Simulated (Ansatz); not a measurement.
# C4H4BrN: up Jacob's ladder to CCSD(T)

Aim: compute C4H4BrN with functionals from several rungs and with coupled cluster. The yardstick is the atomisation energy at the CCSD(T) limit.

Program: Ansatz 0.2.0, Gaussian basis. Level of theory: functionals in def2-TZVPP, the program's frozen cores in correlated methods. These are calculated values, not measurements.

The runs, in order: LDA (SPW92), PBE-D4, revPBE-D4, BLYP-D4, r2SCAN-D4, B97M-V, PBE0-D4, B3LYP-D4, r2SCANh-D4, r2SCAN0-D4, HSE06-D4, BHLYP-D4, CAM-B3LYP-D4, LC-ωPBE, ωB97X-V, ωB97M-V, B2PLYP, PBE-QIDH; CCSD(T)/def2-SVP; CCSD(T)/def2-TZVPP; MP2/def2-QZVPP; extrapolation to the limit; RPA on PBE.

## (1) The geometry

All runs share one geometry, relaxed beforehand with PBE0-D4 in a triple-zeta def2 set.

SMILES `Brc1ccc[nH]1`, 10 atoms, charge 0, spin multiplicity 1.

Atoms are counted from 1 here; the program's logs count them from 0.

Bond lengths: Br1–C2 1.861 Å, C2–C3 1.368 Å, C2–N6 1.360 Å, C3–C4 1.417 Å, C3–H7 1.077 Å, C4–C5 1.370 Å, C4–H8 1.078 Å, C5–N6 1.366 Å, C5–H9 1.078 Å, N6–H10 1.004 Å. Angles: Br1–C2–C3 130.4°, Br1–C2–N6 120.7°, C3–C2–N6 108.9°, C2–C3–C4 106.4°, C2–C3–H7 125.9°, C4–C3–H7 127.8°, C3–C4–C5 107.8°, C3–C4–H8 126.4°, C5–C4–H8 125.8°, C4–C5–N6 107.8°, C4–C5–H9 131.1°, N6–C5–H9 121.1°, C2–N6–C5 109.2°, C2–N6–H10 124.6°, C5–N6–H10 126.3°.

## (2) LDA

This LDA is Slater exchange with PW92 correlation.

The input, in.yaml:

```yaml
crystal:
  periodic: [false, false, false]
  atoms:
    - {symbol: Br, position_ang: [1.591232, 0.323995, -2.449292]}
    - {symbol: C, position_ang: [0.602927, 0.037831, -0.899150]}
    - {symbol: C, position_ang: [0.343133, -1.117641, -0.213798]}
    - {symbol: C, position_ang: [-0.461457, -0.752020, 0.894296]}
    - {symbol: C, position_ang: [-0.658135, 0.602638, 0.839753]}
    - {symbol: N, position_ang: [-0.002614, 1.075067, -0.261172]}
    - {symbol: H, position_ang: [0.691052, -2.101808, -0.480620]}
    - {symbol: H, position_ang: [-0.852197, -1.416065, 1.648922]}
    - {symbol: H, position_ang: [-1.206542, 1.265607, 1.488565]}
    - {symbol: H, position_ang: [0.035800, 2.031196, -0.564404]}
basis:
  gaussian: {orbitals: def2-TZVPP}
hamiltonian: {xc: lda}
output: {orbitals: {seedname: orbitals}}
```

After this run come: PBE-D4 (GGA); revPBE-D4 (GGA); BLYP-D4 (GGA); r2SCAN-D4 (meta-GGA); B97M-V (meta-GGA); PBE0-D4 (hybrid); B3LYP-D4 (hybrid); r2SCANh-D4 (hybrid); r2SCAN0-D4 (hybrid); HSE06-D4 (hybrid); BHLYP-D4 (hybrid); CAM-B3LYP-D4 (range-separated); LC-ωPBE-D4 (range-separated); ωB97X-V (range-separated); ωB97M-V (range-separated); B2PLYP (double hybrid); PBE-QIDH (double hybrid); CCSD(T) in def2-SVP; CCSD(T) in def2-TZVPP; MP2 in def2-QZVPP; RPA on PBE orbitals.

Before running them: what should the planned runs give, taken together? Wanted: atomisation energy, CCSD(T)/CBS; farthest beyond LDA; mean size of error, GGA; mean size of error, meta-GGA; mean size of error, hybrid; mean size of error, range-separated; mean size of error, double hybrid; gap, smallest and largest; T1 diagnostic.

As calculated:

```
                               quantity                                                                                                        value
        atomisation energy, CCSD(T)/CBS                                                                                                4333.7 kJ/mol
 functionals within 43.3 kJ/mol (1.0 %)  BLYP-D4, r2SCAN-D4, B97M-V, B3LYP-D4, r2SCANh-D4, CAM-B3LYP-D4, LC-ωPBE, ωB97X-V, ωB97M-V, B2PLYP, PBE-QIDH
                    farthest beyond LDA                                                                                       PBE-D4 (+215.9 kJ/mol)
                mean size of error, GGA                                                                                                 112.2 kJ/mol
           mean size of error, meta-GGA                                                                                                  31.7 kJ/mol
             mean size of error, hybrid                                                                                                  71.3 kJ/mol
    mean size of error, range-separated                                                                                                  26.7 kJ/mol
      mean size of error, double hybrid                                                                                                  28.8 kJ/mol
              gap, smallest and largest                                                                        4.31 eV (BLYP-D4), 11.35 eV (LC-ωPBE)
                          T1 diagnostic                                                                                                       0.0095
triples share of the correlation energy                                                                                                        4.6 %
```

**Reading.** The LDA atomisation energy is off by 795.5 kJ/mol (18 %): it overbinds. PBE-D4 is off by +215.9 kJ/mol. Double hybrids carry the basis error of their MP2 part in triple zeta, and no dispersion term here, so their miss is partly the set-up's. The rungs range-separated, double hybrid, meta-GGA miss on average by less than the doubt on the reference (43.3 kJ/mol), so they tie. Misses under about 43.3 kJ/mol are within the doubt on the reference itself, which lacks core-valence correlation, relativity and higher excitations, and its outer-core shells are covered unevenly. All levels share the lack of spin-orbit coupling, which lowers the free heavy atoms and so the true binding. Hartree-Fock recovers 70 % of the binding; the rest is correlation. CCSD(T) in def2-SVP is off by -203.2 kJ/mol, worse than the median functional, from the basis alone. The gap grows from 4.3 to 11.3 eV across the functionals, mostly with the share of exact exchange. Correlated methods include outer-core shells of Br, which these sets cover unevenly.
